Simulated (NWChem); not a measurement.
# UPBE/def2-TZVP run of C2HF2 (SMILES F/[C]=C\F)

What is the electronic atomisation energy of C2HF2 at UPBE/def2-TZVP? 

The results are computed with NWChem 7.3.0.

## Step 1: The system as given

C2HF2 has 5 atoms, charge 0, and is taken as a doublet. As SMILES, `F/[C]=C\F`. The coordinates come from a PBE0-D4/def2-TZVP relaxation.

Bond lengths: F1–C2 1.295 Å, C2–C3 1.313 Å, C3–F4 1.341 Å, C3–H5 1.080 Å. Angles: F1–C2–C3 131.7°, C2–C3–F4 122.5°, C2–C3–H5 122.5°, F4–C3–H5 115.0°.

## Step 2: The energy at UPBE/def2-TZVP (run 1)

c2hf2.nw reads:

```
start c2hf2
memory stack 880 mb heap 220 mb global 1100 mb
charge 0
geometry units angstroms noautosym nocenter noautoz
  F    -1.049400    0.476000   -1.486200
  C    -0.104000   -0.180300   -0.893200
  C     0.314100   -0.175100    0.351300
  F    -0.242000    0.599600    1.294700
  H     1.131100   -0.793900    0.692000
end
basis "ao basis" spherical bse
  * library def2-TZVP
end
dft
  xc xpbe96 cpbe96
  mult 2
  grid fine
  convergence energy 1e-08
  iterations 100
  mulliken
  noprint "final vectors analysis"
end
task dft energy
```

Launch:

```console
nwchem c2hf2.nw > c2hf2.out
```

Standard output:

```text
[...]
          Wavefunction type:  spin polarized.
          No. of atoms     :     5
          No. of electrons :    31
[...]
          Charge           :     0
          Spin multiplicity:     2
[...]
          AO basis - number of functions:   130
[...]
              XC Information
              --------------
          PerdewBurkeErnzerhof Exchange Functional  1.000
            Perdew 1991 LDA Correlation Functional  1.000 local
           PerdewBurkeErnz. Correlation Functional  1.000 non-local
[...]
 d= 0,ls=0.0,diis     1   -276.0985260688 -3.81D+02  5.29D-03  3.14D-01     3.4
[...]
 d= 0,ls=0.0,diis    13   -276.2016506642 -6.45D-09  2.76D-07  3.12D-09    38.8
[...]
         Total DFT energy =     -276.201650664228
      One electron energy =     -589.645891398350
           Coulomb energy =      240.066075761742
    Exchange-Corr. energy =      -31.794130605591
 Nuclear repulsion energy =      105.172295577970
[...]
      Total Density - Mulliken Population Analysis
     ---------------------------------------------
    Atom       Charge   Shell Charges
 -----------   ------   -------------------------------------------------------
    1 F    9     9.08   0.77  1.20  0.62  0.98  0.34  2.28  2.07  0.80  0.00  0.02  0.00
    2 C    6     5.91   0.86  1.11  0.56  0.56  0.13  1.23  1.06  0.27  0.03  0.08  0.02
    3 C    6     5.99   0.85  1.12  0.54  0.55  0.09  1.31  1.11  0.28  0.03  0.09  0.01
    4 F    9     9.15   0.77  1.20  0.62  0.97  0.35  2.28  2.08  0.87  0.00  0.02  0.00
    5 H    1     0.88   0.27  0.47  0.11  0.02
[...]
      <S2> =      0.7575 (Exact =     0.7500)
[...]
```

It took 40 s on 1 thread of Intel Xeon Platinum 8559C (Emerald Rapids), shared host; peak memory 0.12 GiB.

## Step 3: The C atom (run 2)

struct.nw reads:

```
START struct
TITLE "C PBE"
memory stack 880 mb heap 220 mb global 1100 mb
GEOMETRY units angstrom noautosym nocenter noautoz
C      0.000000     0.000000     0.000000
END
BASIS spherical bse
* library def2-TZVP
END
DFT
xc xpbe96 cpbe96
mult 3
grid fine
convergence energy 1e-08
maxiter 100
mulliken
print low
END
TASK dft energy
```

Launch:

```console
nwchem struct.nw > struct.out
```

Standard output:

```text
[...]
 d= 0,ls=0.0,diis     1    -37.7542897946 -3.78D+01  1.37D-02  8.63D-02     0.1
[...]
 d= 0,ls=0.0,diis     6    -37.7959698938 -9.01D-09  1.05D-07  1.63D-11     0.5
[...]
         Total DFT energy =      -37.795969893849
      One electron energy =      -50.452211137430
           Coulomb energy =       17.821079621564
    Exchange-Corr. energy =       -5.164838377983
 Nuclear repulsion energy =        0.000000000000
[...]
      Total Density - Mulliken Population Analysis
     ---------------------------------------------
    Atom       Charge   Shell Charges
 -----------   ------   -------------------------------------------------------
    1 C    6     6.00   0.86  1.11  0.72  0.97  0.33  0.80  0.79  0.41  0.00  0.00  0.00
     --------------------------------------------
      Spin Density - Mulliken Population Analysis
     --------------------------------------------
    Atom       Charge   Shell Charges
 -----------   ------   -------------------------------------------------------
    1 C    6     2.00  -0.00 -0.00  0.03  0.03 -0.05  0.80  0.79  0.41 -0.00 -0.00  0.00
[...]
      <S2> =      2.0029 (Exact =     2.0000)
[...]
```

Run time: 0.98 s. Hardware: 1 thread of Intel Xeon Platinum 8559C (Emerald Rapids), shared host; peak memory 0.11 GiB.

Run 3 isn't shown in full; the table further down has it.

## Step 4: The H atom at the same level (run 4)

nw.nw reads:

```
start nw
title "H"
memory 2200 mb
charge 0

geometry units angstrom noautosym nocenter noautoz
  H      0.000000     0.000000     0.000000
end

basis spherical bse
  * library def2-TZVP
end

dft
  xc xpbe96 cpbe96
  mult 2
  grid fine
  convergence energy 1e-08
  maxiter 100
  mulliken
  print low
end

task dft energy
```

Run the same way, it converges to -0.49962 Eh (log not shown).

## Step 5: Overview of the runs

| run | partner | energy (Eh) | ⟨S²⟩ | wall time |
| --- | --- | --- | --- | --- |
| 1 | base | -276.201651 | 0.757 | 40 s |
| 2 | atoms | -37.795970 | 2.003 | 0.98 s |
| 3 | atoms | -99.669122 | 0.751 | 1 s |
| 4 | atoms | -0.499616 | 0.750 | 0.6 s |

## Step 6: What came out

Level: UPBE/def2-TZVP.

| quantity | value |
| --- | --- |
| H atom: total energy | -0.49962 Eh |
| H atom: ⟨S²⟩ | 0.750 |
| electronic atomisation energy | 21.003 eV |

In words: Taking the molecule apart into free atoms costs 21.00 eV (2026 kJ/mol), before zero-point energy and without spin-orbit coupling. All runs together took 42 s, the longest 40 s.
